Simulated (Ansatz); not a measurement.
## FH6NSi2, SMILES N[SiH2][SiH2]F: a rigid torsion scan, step by step

With Ansatz 0.2.0 through its Python package.

Interactive session:
```pycon
>>> import ansatz as az
>>> from ase import Atoms
>>> BASIS_SET = "cc-pVDZ"
>>> FUNCTIONAL = "r2scan0"
>>> FORCE_TOL = 0.02
>>> atoms = Atoms(["N", "Si", "Si", "F", "H", "H", "H", "H", "H", "H"], positions=[
...     (-1.1426, 0.0295, -1.4178),
...     (-0.5033, -0.6118, -0.0269),
...     (1.4006, 0.4229, 0.7665),
...     (1.2082, 1.9757, 1.1083),
...     (-1.5106, 1.0122, -1.2452),
...     (-2.0242, -0.4375, -1.6823),
...     (-1.559, -0.5538, 0.9843),
...     (-0.2162, -2.0169, -0.3571),
...     (1.8958, -0.2301, 2.0716),
...     (2.5345, 0.3587, -0.1986),
... ])
>>> # start the scan from a relaxed geometry
>>> first = (
...     az.Crystal.molecule_from_ase(atoms).calculation()
...     .basis(gaussian=BASIS_SET)
...     .functional(FUNCTIONAL)
...     .relax(force_tolerance=FORCE_TOL, max_steps=80)
... )
>>> atoms.positions = first.run(threads=1, pin="off").report["positions_ang"]

>>> start = atoms.get_dihedral(2, 1, 0, 4)
>>> energies = {}
>>> for turn in range(0, 360, 40):
...     turned = atoms.copy()
...     turned.set_dihedral(2, 1, 0, 4, start + turn, indices=[0, 4, 5])
...     calc = az.Crystal.molecule_from_ase(turned).calculation().basis(gaussian=BASIS_SET).functional(FUNCTIONAL)
...     energies[round((start + turn) % 360)] = calc.run(threads=1, pin="off").report["free_energy_ev"]
...
>>> floor = min(energies.values())
>>> print("dihedral Si2-Si1-N0-H4 (deg)   E - E(min) (eV)")
dihedral Si2-Si1-N0-H4 (deg)   E - E(min) (eV)
>>> for angle, e in sorted(energies.items()):
...     print(f"{angle:8d} {(e - floor):14.3f}  " + "#" * int(30 * (e - floor) / max(max(energies.values()) - floor, 1e-9)))
...
      33          0.142  ########################
      73          0.104  #################
     113          0.089  ###############
     153          0.125  #####################
     193          0.160  ###########################
     233          0.173  ##############################
     273          0.077  #############
     313          0.000
     353          0.078  #############
```

The lowest point is at 313° and the highest at 233°, 0.173 eV (16.7 kJ/mol) above it, with the rest of the molecule held.

The scan is rigid and the energies are electronic, in a modest basis. With rigid groups the curve can differ much from the relaxed path, the start wasn't checked as a minimum of this torsion, and equivalent turns needn't return to the same energy. Wall time of the script: 3.8 min on 1 thread of Arm Neoverse V1, with other jobs on the host, peak memory 0.29 GiB.

(Lines on the test bed's own set-up are left out of the output.)
